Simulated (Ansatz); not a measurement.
# As3Ru: the cost of one run

Computed with Ansatz 0.2.0 (DFT PBE, scalar-relativistic, plane waves, PAW, unless a step's input says otherwise).

### 1 Starting point

The structure is orthorhombic, space group Cmcm (No. 63). Conventional cell: a = 6.552 Å, b = 9.794 Å, c = 4.423 Å, α = 90.00°, β = 90.00°, γ = 90.00°. As (site symmetry m2m) is surrounded by 8 As at 2.73 to 2.99 Å and 4 Ru at 2.91 to 3.30 Å. As (site symmetry m) has 7 As at 2.73 to 2.99 Å and 4 Ru at 2.91 to 3.01 Å as nearest neighbours. Ru (site symmetry m2m) is surrounded by 12 As at 2.91 to 3.30 Å.

Structure file:

```
CELL_PARAMETERS angstrom
3.27605 -4.89678 0.00000
3.27605 4.89678 0.00000
0.00000 0.00000 4.42311
ATOMIC_POSITIONS crystal
As 0.17510 0.82490 0.25000
As 0.82490 0.17510 0.75000
As 0.11790 0.30790 0.25000
As 0.88210 0.69210 0.75000
As 0.30790 0.11790 0.75000
As 0.69210 0.88210 0.25000
Ru 0.63210 0.36790 0.25000
Ru 0.36790 0.63210 0.75000
```

(A quick probe on a coarse mesh, which set the mesh and smearing, is not shown.)

### 3 Rough relaxation on the coarse mesh

input.yaml

```yaml
crystal:
  lattice:
    - [3.2760520167, -4.8967822414, 0.0]
    - [3.2760520167, 4.8967822414, 0.0]
    - [0.0, 0.0, 4.4231083823]
  atoms:
    - { symbol: As, position: [0.1751, 0.8249, 0.25] }
    - { symbol: As, position: [0.8249, 0.1751, 0.75] }
    - { symbol: As, position: [0.1179, 0.3079, 0.25] }
    - { symbol: As, position: [0.8821, 0.6921, 0.75] }
    - { symbol: As, position: [0.3079, 0.1179, 0.75] }
    - { symbol: As, position: [0.6921, 0.8821, 0.25] }
    - { symbol: Ru, position: [0.6321, 0.3679, 0.25] }
    - { symbol: Ru, position: [0.3679, 0.6321, 0.75] }
basis:
  ecutwfc: 420
kpoints:
  mp_grid: { grid: [4, 4, 4] }
hamiltonian:
  xc: pbe
scf:
  occupations: { method: gaussian, width: 0.1 }
  lower_state_search: "off"
output:
  forces: true
  stress: true
  eigenvalues: true
relax:
  adjacent_minimum: "off"
  f_tol: 0.04
  max_steps: 70
  cell: { stress_tol: 0.4 }
```

What time and memory should one allow on 1 thread of an Arm CPU, shared host?

About 3.9 min, with a peak of 0.55 GiB.
